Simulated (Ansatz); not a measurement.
# AsSe2: the cost of one run

Program: Ansatz 0.2.0. Level of theory: DFT PBE, scalar-relativistic, plane waves, PAW. These are calculated values, not measurements.

### 1 The structure to begin with

Symmetry: Fd-3m, No. 227, cubic system. The conventional cell has a = 7.995 Å, b = 7.995 Å, c = 7.995 Å, α = 90.00°, β = 90.00°, γ = 90.00°. As (site symmetry -43m) has 12 Se at 3.31 Å and 4 As at 3.46 Å as nearest neighbours. Se (site symmetry -3m) has 6 Se at 2.83 Å as nearest neighbours.

Structure file:

```
As Se
1.0
     0.00000    3.99759    3.99759
     3.99759    0.00000    3.99759
     3.99759    3.99759    0.00000
As Se
2 4
Direct
  0.00000 0.00000 0.00000
  0.25000 0.25000 0.25000
  0.62500 0.12500 0.62500
  0.62500 0.62500 0.12500
  0.12500 0.62500 0.62500
  0.62500 0.62500 0.62500
```

It is the end of an earlier relaxation with the same method, from a database cell with other species swapped in; it needn't be the stable form of this composition. At a tolerance of 0.05 Å it has space group Fd-3m (No. 227); it has 21.29 Å³/atom, an uncorrected energy of +0.89 eV/atom over the elements.

### 2 Static run: bands, density of states and charges

Input file input.yaml:

```yaml
crystal:
  lattice:
    - [0.0, 3.9975940677, 3.9975940677]
    - [3.9975940677, 0.0, 3.9975940677]
    - [3.9975940677, 3.9975940677, 0.0]
  atoms:
    - { symbol: As, position: [0.0, 0.0, 0.0] }
    - { symbol: As, position: [0.25, 0.25, 0.25] }
    - { symbol: Se, position: [0.625, 0.125, 0.625] }
    - { symbol: Se, position: [0.625, 0.625, 0.125] }
    - { symbol: Se, position: [0.125, 0.625, 0.625] }
    - { symbol: Se, position: [0.625, 0.625, 0.625] }
basis:
  ecutwfc: 420
kpoints:
  mp_grid: { grid: [8, 8, 8] }
  band_path:
    path:
      - [[0.0, 0.0, 0.0], [0.5, 0.0, 0.5], [0.625, 0.25, 0.625]]
      - [[0.375, 0.375, 0.75], [0.0, 0.0, 0.0], [0.5, 0.5, 0.5], [0.5, 0.25, 0.75], [0.5, 0.0, 0.5]]
    npoints: 14
hamiltonian:
  xc: pbe
scf:
  occupations: { method: gaussian, width: 0.1 }
  n_extra_bands: 15
output:
  forces: true
  stress: true
  eigenvalues: true
  populations: true
  dos: { projected: true, de: 0.02, nscf_kmesh: { grid: [10, 10, 10] } }
  bader: true
```

Command:

```sh
ansatz run input.yaml --threads 1 --pin off --max-ram 2560MiB --backend cpu --events-out ev --progress --plain --runs-dir out
```

Q: Estimate wall time and peak memory on 1 thread of Arm Neoverse V2, shared host.

About 51 s, with a peak of 0.63 GiB.
